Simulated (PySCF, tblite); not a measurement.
**C5H10F2O2: geometry, infrared bands and NMR shifts**

What infrared bands and NMR shifts should C5H10F2O2 (`COCO[C@@H](C)C(F)F`) show?

Computed with tblite 0.8.0 and PySCF 2.14.0, with density-fitted response routines of our own, on a single molecule in the gas phase. Atoms count from 0, in the outputs and in this text.

## 1. The molecule as given

19 atoms, charge 0, multiplicity 1; geometry from: force field or distance geometry start.

Bonds of the start (Å): C0–O1 1.40, O1–C2 1.44, C2–O3 1.43, O3–C4 1.43, C4–C5 1.53, C4–C6 1.52, C6–F7 1.36, C6–F8 1.36, C0–H9 1.09, C0–H10 1.10, C0–H11 1.11, C2–H12 1.08, C2–H13 1.10, C4–H14 1.10, C5–H15 1.09, C5–H16 1.09, C5–H17 1.10, C6–H18 1.10.

## 2. Geometry optimisation with GFN2-xTB

The job: settings as JSON, then the geometry in Å.

```
{"job": {"kind": "relax", "xc": "GFN2-xTB", "basis": "xTB"}, "charge": 0, "multiplicity": 1}
C     -2.544500    -0.041900    -1.017800
O     -1.629800    -1.052300    -0.677300
C     -1.138200    -0.908400     0.666900
O     -0.320800     0.253100     0.800300
C      0.946500     0.109800     0.147900
C      1.403200     1.529400    -0.185300
C      1.982100    -0.584200     1.024800
F      3.217100    -0.528600     0.459800
F      1.685600    -1.910600     1.148900
H     -2.084900     0.946200    -0.979500
H     -2.897300    -0.225400    -2.040800
H     -3.425400    -0.067600    -0.350100
H     -0.611200    -1.810600     0.955400
H     -1.989200    -0.810700     1.350900
H      0.826600    -0.428600    -0.799300
H      2.355500     1.530700    -0.713300
H      0.660300     2.046000    -0.793000
H      1.524400     2.117300     0.731300
H      2.030300    -0.154500     2.039300
```

Launch:

```console
$ OMP_NUM_THREADS=1 python probes_run.py task.json out
```

The driver reads the jobs from task.json and runs them one after another.

**Question.** This job is followed by: GFN2-xTB harmonic vibrations, gas phase; GIAO PBE0/pcSseg-1 NMR shielding, non-relativistic, gas phase. Predict these results of the whole session: strongest single infrared mode (GFN2-xTB); zero-point energy (GFN2-xTB); ¹³C shifts against TMS (PBE0/pcSseg-1); ¹H shifts against TMS (PBE0/pcSseg-1, means over atoms taken as alike); ¹⁷O shifts against H2O (PBE0/pcSseg-1); ¹⁹F shifts against CFCl3 (PBE0/pcSseg-1).

The runs gave:

| quantity | value |
| --- | --- |
| strongest single infrared mode (GFN2-xTB) | 1043 cm⁻¹, 295 km/mol |
| zero-point energy (GFN2-xTB) | 93.7 kcal/mol |
| ¹³C shifts against TMS (PBE0/pcSseg-1) | 126.6, 98.9, 72.7, 57.1, 18.3 ppm |
| ¹H shifts against TMS (PBE0/pcSseg-1, means over atoms taken as alike) | 5.76, 5.29, 4.61, 4.10, 3.57, 1.25 ppm |
| ¹⁷O shifts against H2O (PBE0/pcSseg-1) | 81.8, 52.0 ppm |
| ¹⁹F shifts against CFCl3 (PBE0/pcSseg-1) | -145.0, -147.9 ppm |

What this shows: Over 88 steps the energy fell by 0.140 eV; of the close pairs, O1–C2 changed most, 1.438 to 1.389 Å. No mode is imaginary among the 51: a minimum at this level. GFN2-xTB is a fitted tight-binding method: band positions and strengths are rough. Its intensities can rank the bands wrongly. The most deshielded hydrogen is H18 (hydrogen on an sp3 CH bonded to 2 F), at 5.76 ppm: its carbon carries F, hence the downfield position. At PBE0/pcSseg-1: The largest span, 185 ppm, is at F7, where the paramagnetic term is -154 ppm.
